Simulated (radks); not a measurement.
# Ce²⁺ in [Kr] 4d10 4f2 5s1 5p6 5d1: an all-electron calculation

One table from this session's results is given with a row withheld; the runs are named, their logs left out.

Method: scalar-relativistic Kohn-Sham, SCAN, spin-unpolarised, spherical densities, finite nucleus. Code: radks (a radial shooting solver on a logarithmic mesh, Libxc functionals) version 1.

## What is computed

```
element            : cerium (Z = 58)
charge             : +2
electrons          : 56
configuration      : [Kr] 4d10 4f2 5s1 5p6 5d1
nuclear rms radius : 4.8771 fm
```

The outer shells:

Ce²⁺
```
[Kr] core
4d [↑↓][↑↓][↑↓][↑↓][↑↓]
4f [↑ ][↑ ][  ][  ][  ][  ][  ]
5s [↑ ]
5p [↑↓][↑↓][↑↓]
5d [↑ ][  ][  ][  ][  ]
```

The first run:

Input:

```text
Z 58
configuration [Kr] 4d10 4f2 5s1 5p6 5d1
relativity scalar-relativistic
functional scan,scan
spin unpolarised
nucleus finite rms 4.8771 fm
c 137.035999084
```

The run is started by

```
python run_ks.py task.json out
```

This one command runs every case of the session in turn.

One table of the session follows, with a row left open; its other results are not shown here.

It belongs to the step «Orbitals and density». From the orbitals of this run (lengths in bohr):

| level | <r> | outermost maximum (interpolated) | 90 % within | nodes |
| --- | --- | --- | --- | --- |
| 1s | 0.02457 | 0.0157 | 0.0443 | 0 |
| 2s | 0.1051 | 0.0890 | 0.163 | 1 |
| 2p | 0.09236 | 0.0717 | 0.150 | 0 |
| 3s | 0.2780 | 0.254 | 0.408 | 2 |
| 3p | 0.2763 | 0.249 | 0.414 | 1 |
| 3d | 0.2536 | 0.205 | 0.396 | 0 |
| 4s | ? | ? | ? | ? |
| 4p | 0.6767 | 0.620 | 0.984 | 2 |
| 4d | 0.7491 | 0.654 | 1.13 | 1 |
| 5s | 1.533 | 1.38 | 2.20 | 4 |
| 5p | 1.765 | 1.56 | 2.57 | 3 |
| 4f | 1.158 | 0.721 | 2.03 | 0 |
| 5d | 2.550 | 2.10 | 3.86 | 2 |

Q: Estimate the row for 4s from the others.

As computed: <r>: 0.6387; outermost maximum (interpolated): 0.594; 90 % within: 0.916; nodes: 3. In the column «<r>» it lies between 3s (0.2780) and 4p (0.6767).
